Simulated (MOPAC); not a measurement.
# One shape, several levels: SnSiH4Cl2 (SMILES [SiH3][SnH]([Cl])[Cl])

Aim: a comparison of 3 runs (MNDO, PM6-D3H4, PM7) of SnSiH4Cl2. 

The results are computed with MOPAC 23.2.5.

7 further runs of the same task are left out: 2 that didn't finish, 5 set aside as unsound or not needed.

## (1) The system as given

SnSiH4Cl2 has 8 atoms, charge 0, and is taken as a singlet. As SMILES, `[SiH3][SnH]([Cl])[Cl]`. The shape comes from GFN2-xTB, which is rough for such elements, and wasn't checked as a minimum.

Bond lengths: Si1–Sn2 2.599 Å, Sn2–Cl3 2.347 Å, Sn2–Cl4 2.346 Å, Si1–H5 1.459 Å, Si1–H6 1.459 Å, Si1–H7 1.459 Å, Sn2–H8 1.788 Å. Some angles: Si1–Sn2–Cl3 110.5°, Si1–Sn2–Cl4 110.4°, Cl3–Sn2–Cl4 102.7°, Si1–Sn2–H8 124.3°, Cl3–Sn2–H8 103.3°, Cl4–Sn2–H8 103.3°, Sn2–Si1–H5 106.2°, Sn2–Si1–H6 106.3°, Sn2–Si1–H7 105.0°, H5–Si1–H6 112.1°.

## (2) Energy and forces at MNDO (run 1)

The input, cl2h4sisn.mop:

```
MNDO 1SCF BONDS DISP GRADIENTS AUX(PRECISION=6) THREADS=1
Cl2H4SiSn

Si -0.451170 1 1.405410 1 -0.169540 1
Sn 0.173090 1 -1.081850 1 0.250140 1
Cl 2.343700 1 -1.249610 1 1.125820 1
Cl 0.346750 1 -2.236220 1 -1.784690 1
H -0.444910 1 2.052830 1 1.138030 1
H -1.779590 1 1.397770 1 -0.772830 1
H 0.585870 1 1.910030 1 -1.063760 1
H -0.773720 1 -2.198360 1 1.276840 1
```

On the command line:

```console
$ mopac cl2h4sisn.mop
```

cl2h4sisn.out:

```text
MOPAC v23.2.5
MNDO CALCULATION RESULTS
[...]
           Empirical Formula: H4 Si Sn Cl2  =     8 atoms
      MOLECULAR POINT GROUP   :   Cs
[...]
     SCF FIELD WAS ACHIEVED
[...]
                              SUM =        -45.35493 KCAL/MOL = FINAL HEAT OF FORMATION
          TOTAL ENERGY            =       -950.37354 EV
          ELECTRONIC ENERGY       =      -2113.86186 EV
          CORE-CORE REPULSION     =       1163.48833 EV
          COSMO AREA              =        162.00 SQUARE ANGSTROMS
          COSMO VOLUME            =        162.27 CUBIC ANGSTROMS
          GRADIENT NORM           =        107.71668          =       38.08360 PER ATOM
          IONIZATION POTENTIAL    =         10.547286 EV
          HOMO LUMO ENERGIES (EV) =        -10.547 -2.307
          NO. OF FILLED LEVELS    =         13
          MOLECULAR WEIGHT        =        221.7131         POINT GROUP:  Cs
[...]
                             CARTESIAN COORDINATES
   1   Si       -0.451170000     1.405410000    -0.169540000
   2   Sn        0.173090000    -1.081850000     0.250140000
   3   Cl        2.343700000    -1.249610000     1.125820000
   4   Cl        0.346750000    -2.236220000    -1.784690000
   5    H       -0.444910000     2.052830000     1.138030000
   6    H       -1.779590000     1.397770000    -0.772830000
   7    H        0.585870000     1.910030000    -1.063760000
   8    H       -0.773720000    -2.198360000     1.276840000
           Empirical Formula: H4 Si Sn Cl2  =     8 atoms
      MOLECULAR POINT GROUP   :   Cs
[...]
              NET ATOMIC CHARGES AND DIPOLE CONTRIBUTIONS
  ATOM NO.   TYPE          CHARGE      No. of ELECS.   s-Pop       p-Pop
    1         Si           1.659924        2.3401     1.10706     1.23301
    2         Sn           0.122382        3.8776     1.67490     2.20272
    3         Cl          -0.365288        7.3653     1.98498     5.38031
    4         Cl          -0.365577        7.3656     1.98495     5.38062
    5          H          -0.327699        1.3277     1.32770
    6          H          -0.327510        1.3275     1.32751
    7          H          -0.318063        1.3181     1.31806
    8          H          -0.078170        1.0782     1.07817
 DIPOLE           X         Y         Z       TOTAL
 POINT-CHG.    -5.321     9.166     0.524    10.612
 HYBRID         1.087    -2.522     0.112     2.749
 SUM           -4.234     6.644     0.636     7.904
[...]
 * JOB ENDED NORMALLY *
[...]
```

Wall time 0.04 s (1 thread of AMD EPYC 7R13 (Zen 3), shared host).

## (3) Energy and gradient at PM6-D3H4 (run 2)

The input, input.mop:

```
PM6-D3H4 1SCF BONDS GRADIENTS DISP THREADS=1 AUX(PRECISION=6)
Cl2H4SiSn charge 0

Si    -0.451170 1     1.405410 1    -0.169540 1
Sn     0.173090 1    -1.081850 1     0.250140 1
Cl     2.343700 1    -1.249610 1     1.125820 1
Cl     0.346750 1    -2.236220 1    -1.784690 1
H     -0.444910 1     2.052830 1     1.138030 1
H     -1.779590 1     1.397770 1    -0.772830 1
H      0.585870 1     1.910030 1    -1.063760 1
H     -0.773720 1    -2.198360 1     1.276840 1
```

On the command line:

```console
$ mopac input.mop
```

input.out:

```text
MOPAC v23.2.5
PM6-D3H4 CALCULATION RESULTS
[...]
           Empirical Formula: H4 Si Sn Cl2  =     8 atoms
      MOLECULAR POINT GROUP   :   Cs
[...]
     SCF FIELD WAS ACHIEVED
[...]
                              SUM =        -35.93969 KCAL/MOL = FINAL HEAT OF FORMATION
          TOTAL ENERGY            =       -711.49373 EV
          ELECTRONIC ENERGY       =      -1819.51719 EV
          CORE-CORE REPULSION     =       1108.02346 EV
          COSMO AREA              =        162.00 SQUARE ANGSTROMS
          COSMO VOLUME            =        162.27 CUBIC ANGSTROMS
          GRADIENT NORM           =         66.21915          =       23.41200 PER ATOM
          IONIZATION POTENTIAL    =          9.982273 EV
          HOMO LUMO ENERGIES (EV) =         -9.982 -1.335
          NO. OF FILLED LEVELS    =         13
          MOLECULAR WEIGHT        =        221.7131         POINT GROUP:  Cs
[...]
                             CARTESIAN COORDINATES
   1   Si       -0.451170000     1.405410000    -0.169540000
   2   Sn        0.173090000    -1.081850000     0.250140000
   3   Cl        2.343700000    -1.249610000     1.125820000
   4   Cl        0.346750000    -2.236220000    -1.784690000
   5    H       -0.444910000     2.052830000     1.138030000
   6    H       -1.779590000     1.397770000    -0.772830000
   7    H        0.585870000     1.910030000    -1.063760000
   8    H       -0.773720000    -2.198360000     1.276840000
           Empirical Formula: H4 Si Sn Cl2  =     8 atoms
      MOLECULAR POINT GROUP   :   Cs
[...]
              NET ATOMIC CHARGES AND DIPOLE CONTRIBUTIONS
  ATOM NO.   TYPE          CHARGE      No. of ELECS.   s-Pop       p-Pop       d-Pop
    1         Si           0.164662        3.8353     1.25825     2.15829     0.41880
    2         Sn           0.717493        3.2825     1.33821     1.94429
    3         Cl          -0.416294        7.4163     1.99667     5.41774     0.00188
    4         Cl          -0.416448        7.4164     1.99667     5.41789     0.00189
    5          H          -0.015749        1.0157     1.01575
    6          H          -0.015796        1.0158     1.01580
    7          H          -0.008965        1.0090     1.00896
    8          H          -0.008903        1.0089     1.00890
 DIPOLE           X         Y         Z       TOTAL
 POINT-CHG.    -4.964     4.105     2.010     6.748
 HYBRID         0.913    -0.576    -0.436     1.164
 SUM           -4.051     3.529     1.575     5.599
[...]
 * JOB ENDED NORMALLY *
[...]
```

It took 0.06 s on 1 thread of AMD EPYC 7R13 (Zen 3), shared host.

## (4) Energy and gradient at PM7 (run 3)

The input, job.mop:

```
PM7 1SCF DISP GRADIENTS BONDS AUX(PRECISION=9) THREADS=1
Cl2H4SiSn, PM7

Si -0.451170 1 1.405410 1 -0.169540 1
Sn 0.173090 1 -1.081850 1 0.250140 1
Cl 2.343700 1 -1.249610 1 1.125820 1
Cl 0.346750 1 -2.236220 1 -1.784690 1
H -0.444910 1 2.052830 1 1.138030 1
H -1.779590 1 1.397770 1 -0.772830 1
H 0.585870 1 1.910030 1 -1.063760 1
H -0.773720 1 -2.198360 1 1.276840 1
```

On the command line:

```console
$ mopac job.mop
```

job.out:

```text
MOPAC v23.2.5
PM7 CALCULATION RESULTS
[...]
           Empirical Formula: H4 Si Sn Cl2  =     8 atoms
      MOLECULAR POINT GROUP   :   Cs
[...]
     SCF FIELD WAS ACHIEVED
[...]
                              SUM =        -44.49696 KCAL/MOL = FINAL HEAT OF FORMATION
          TOTAL ENERGY            =       -780.04214 EV
          ELECTRONIC ENERGY       =      -1904.03508 EV
          CORE-CORE REPULSION     =       1123.99294 EV
          COSMO AREA              =        162.00 SQUARE ANGSTROMS
          COSMO VOLUME            =        162.27 CUBIC ANGSTROMS
          GRADIENT NORM           =         80.84918          =       28.58450 PER ATOM
          IONIZATION POTENTIAL    =         10.653087 EV
          HOMO LUMO ENERGIES (EV) =        -10.653 -1.099
          NO. OF FILLED LEVELS    =         13
          MOLECULAR WEIGHT        =        221.7131         POINT GROUP:  Cs
[...]
                             CARTESIAN COORDINATES
   1   Si       -0.451170000     1.405410000    -0.169540000
   2   Sn        0.173090000    -1.081850000     0.250140000
   3   Cl        2.343700000    -1.249610000     1.125820000
   4   Cl        0.346750000    -2.236220000    -1.784690000
   5    H       -0.444910000     2.052830000     1.138030000
   6    H       -1.779590000     1.397770000    -0.772830000
   7    H        0.585870000     1.910030000    -1.063760000
   8    H       -0.773720000    -2.198360000     1.276840000
           Empirical Formula: H4 Si Sn Cl2  =     8 atoms
      MOLECULAR POINT GROUP   :   Cs
[...]
              NET ATOMIC CHARGES AND DIPOLE CONTRIBUTIONS
  ATOM NO.   TYPE          CHARGE      No. of ELECS.   s-Pop       p-Pop       d-Pop
    1         Si          -0.109288        4.1093     0.91955     3.10277     0.08698
    2         Sn           1.101639        2.8984     0.89642     2.00194
    3         Cl          -0.503427        7.5034     1.98934     5.51234     0.00174
    4         Cl          -0.503378        7.5034     1.98932     5.51231     0.00175
    5          H           0.005023        0.9950     0.99498
    6          H           0.004874        0.9951     0.99513
    7          H           0.012290        0.9877     0.98771
    8          H          -0.007733        1.0077     1.00773
 DIPOLE           X         Y         Z       TOTAL
 POINT-CHG.    -5.342     2.243     2.905     6.481
 HYBRID         1.361    -0.187    -0.870     1.626
 SUM           -3.981     2.056     2.035     4.921
[...]
 * JOB ENDED NORMALLY *
[...]
```

Run time: 0.53 s. Hardware: 1 thread of AMD EPYC 7R13 (Zen 3), shared host.

## (5) Overview of the runs

```tsv
run	level	heat of formation (kcal/mol)	dipole moment (D)	HOMO energy (eV)	LUMO energy (eV)	wall time
1	MNDO	-45.35	7.90	-10.55	-2.31	0.04 s
2	PM6-D3H4	-35.94	5.60	-9.98	-1.33	0.06 s
3	PM7	-44.50	4.92	-10.65	-1.10	0.53 s
```

## (6) Results

| quantity | value |
| --- | --- |
| run 3: total energy | -28.66602 Eh |
| run 3: dipole moment | 4.92 D |
| run 3: HOMO energy | -10.65 eV |
| run 3: LUMO energy | -1.10 eV |
| run 3: HOMO–LUMO gap | 9.55 eV |
| run 3: dispersion energy | -2.03 kJ/mol |
| run 3: heat of formation at this unrelaxed shape | -44.5 kcal/mol |
| run 3: largest force on an atom | 2.925 eV/Å |

What this shows: The dipole moment (its size) runs from 4.92 D (PM7) to 7.90 D (MNDO). The HOMO–LUMO gap runs from 8.24 eV (MNDO) to 9.55 eV (PM7). Force-field and semi-empirical energies have zeros of their own, so their totals don't compare. All runs together took 0.63 s, the longest 0.53 s.
